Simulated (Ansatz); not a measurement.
# C₂H₈InN: how energies converge with the basis set

How large a basis does C₂H₈InN need? Two functionals are run in growing sets.

Method: one geometry, several basis sets; program: Ansatz 0.2.0, Gaussian basis.

Plan: PBE0-D4/def2-SVP; ωB97M-V/def2-SVP; PBE0-D4/def2-QZVPP; ωB97M-V/def2-QZVPP; the functionals' def2-TZVPP values are taken from earlier runs.

## (1) The relaxed structure

All runs share one geometry, relaxed beforehand with PBE0-D4 in a triple-zeta def2 set. In takes the def2 core potential; no spin-orbit term is included.

SMILES `C[N](C)[InH2]`, 12 atoms, charge 0, spin multiplicity 1.

Atoms are counted from 1 here; the program's logs count them from 0.

Bond lengths: C1–N2 1.438 Å, C1–H5 1.093 Å, C1–H6 1.102 Å, C1–H7 1.102 Å, N2–C3 1.438 Å, N2–In4 2.019 Å, C3–H8 1.102 Å, C3–H9 1.093 Å, C3–H10 1.102 Å, In4–H11 1.712 Å, In4–H12 1.712 Å. Angles: N2–C1–H5 111.1°, N2–C1–H6 111.8°, N2–C1–H7 111.8°, H5–C1–H6 107.6°, H5–C1–H7 107.6°, H6–C1–H7 106.7°, C1–N2–C3 112.4°, C1–N2–In4 123.8°, C3–N2–In4 123.8°, N2–C3–H8 111.8°, N2–C3–H9 111.1°, N2–C3–H10 111.8°, H8–C3–H9 107.6°, H8–C3–H10 106.7°, H9–C3–H10 107.6°, N2–In4–H11 113.9°, N2–In4–H12 113.9°, H11–In4–H12 132.2°.

As a file:

```xyz
12

C    -0.27168    1.35661   -0.33391
N    -0.01066   -0.02070   -0.01330
C     0.92310   -0.16347    1.07092
In   -0.86185   -1.57834   -0.97519
H    -0.98191    1.44029   -1.15992
H    -0.69275    1.90342    0.52475
H     0.64683    1.88854   -0.62870
H     0.55557    0.31514    1.99257
H     1.10664   -1.21680    1.29568
H     1.89399    0.30184    0.83777
H    -1.93646   -1.11840   -2.22540
H    -0.37083   -3.10813   -0.38527
```

## (2) PBE0-D4 in def2-SVP

Contents of in.yaml:

```yaml
crystal:
  periodic: [false, false, false]
  atoms:
    - {symbol: C, position_ang: [-0.271680, 1.356614, -0.333909]}
    - {symbol: N, position_ang: [-0.010660, -0.020695, -0.013299]}
    - {symbol: C, position_ang: [0.923097, -0.163466, 1.070918]}
    - {symbol: In, position_ang: [-0.861846, -1.578336, -0.975189]}
    - {symbol: H, position_ang: [-0.981906, 1.440290, -1.159916]}
    - {symbol: H, position_ang: [-0.692748, 1.903416, 0.524749]}
    - {symbol: H, position_ang: [0.646833, 1.888541, -0.628698]}
    - {symbol: H, position_ang: [0.555571, 0.315136, 1.992570]}
    - {symbol: H, position_ang: [1.106639, -1.216795, 1.295678]}
    - {symbol: H, position_ang: [1.893994, 0.301836, 0.837766]}
    - {symbol: H, position_ang: [-1.936463, -1.118404, -2.225398]}
    - {symbol: H, position_ang: [-0.370831, -3.108127, -0.385271]}
basis:
  gaussian: {orbitals: def2-SVP}
hamiltonian: {xc: pbe0, dispersion: d4}
output: {orbitals: {seedname: orbitals}}
```

After this run come: ωB97M-V in def2-SVP; PBE0-D4 in def2-QZVPP; ωB97M-V in def2-QZVPP.

Q: Predict the results of all the runs planned. Wanted: PBE0-D4: double and triple zeta above quadruple; ωB97M-V: double and triple zeta above quadruple.

As calculated:

```
                                       quantity          value
PBE0-D4: double and triple zeta above quadruple  4.61, 0.27 eV
ωB97M-V: double and triple zeta above quadruple  4.87, 0.27 eV
```

For PBE0-D4 the step from double to triple zeta gains 4.34 eV and the next only 0.27 eV. Total energies overstate the basis error of differences, where much of it tends to cancel.
